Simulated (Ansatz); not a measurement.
# GaNi: relaxation and properties

The task here is to estimate one member of a computed series from the others.

Program: Ansatz 0.2.0. Level of theory: DFT PBEsol, scalar-relativistic, plane waves, PAW. These are calculated values, not measurements.

## The structure to begin with

Symmetry: Pm-3m, No. 221, cubic system. Conventional cell: a = 2.886 Å, b = 2.886 Å, c = 2.886 Å, α = 90.00°, β = 90.00°, γ = 90.00°. Around Ga (site symmetry m-3m) lie 8 Ni at 2.50 Å. Ni (site symmetry m-3m) has 8 Ga at 2.50 Å as nearest neighbours.

Structure file:

```
Ga Ni
1.0
     2.88600    0.00000    0.00000
     0.00000    2.88600    0.00000
     0.00000    0.00000    2.88600
Ga Ni
1 1
Direct
  0.00000 0.00000 0.00000
  0.50000 0.50000 0.50000
```

The structure comes from the Crystallography Open Database.

Set-up of the first run:

(A quick probe on a coarse mesh, which set the mesh and smearing, is not shown.)

input.yaml reads:

```yaml
crystal:
  lattice:
    - [2.886, 0.0, 0.0]
    - [0.0, 2.886, 0.0]
    - [0.0, 0.0, 2.886]
  atoms:
    - { symbol: Ga, position: [0.0, 0.0, 0.0] }
    - { symbol: Ni, position: [0.5, 0.5, 0.5] }
basis:
  ecutwfc: 420
kpoints:
  mp_grid: { grid: [14, 14, 14] }
hamiltonian:
  xc: pbesol
scf:
  occupations: { method: gaussian, width: 0.1 }
output:
  forces: true
  stress: true
  eigenvalues: true
  write_density: true
  write_potential: true
  elf: true
  volumetric_format: npy
relax:
  adjacent_minimum: "off"
  f_tol: 0.005
  max_steps: 80
  cell: { stress_tol: 0.05 }
```

Run with:

```bash
$ ansatz run input.yaml --threads 1 --pin off --max-ram 2560MiB --backend cpu --events-out ev --progress --plain --runs-dir out
```

Among the steps run: Full relaxation; Electronic structure at the relaxed geometry; The cell as listed, for comparison; The cell scaled to 0.97 of its volume; The cell scaled to 1.03 of its volume; The cell scaled to 0.94 of its volume; Point at V/V0 = 1.06; The cell scaled to 0.91 of its volume; Volume × 1.10; Point at V/V0 = 0.88.

One table of the session follows, with a row left open; its other results are not shown here.

It belongs to the step «Equation of state». 

| volume (Å³/atom) | energy above the lowest point (meV/atom) | pressure (GPa) |
| --- | --- | --- |
| 10.433 | 120.1 | 30.60 |
| 10.788 | ? | ? |
| 11.144 | 26.5 | 12.68 |
| 11.499 | 6.2 | 5.81 |
| 11.855 | 0.0 | 0.03 |
| 12.211 | 5.5 | -4.83 |
| 12.566 | 21.0 | -8.90 |
| 13.041 | 54.1 | -13.29 |

**Question.** Estimate the row for volume (Å³/atom) = 10.788.

Worked estimate for «energy above the lowest point (meV/atom)». A straight line through the neighbours (10.433, 120.1) and (11.144, 26.5) gives 120.1 + (26.5 − 120.1) × (10.788 − 10.433) / (11.144 − 10.433) = 73.4; a parabola fitted to 3 rows on both sides gives 64.5.

As computed: energy above the lowest point (meV/atom): 63.4; pressure (GPa): 20.86. In «energy above the lowest point (meV/atom)» the line misses by +10.0 and the parabola by +1.1.

Limits of these values: The start is a reported cell, which holds thermal expansion that this zero-temperature run lacks. Warnings in the runs' records: seeded moment not kept.
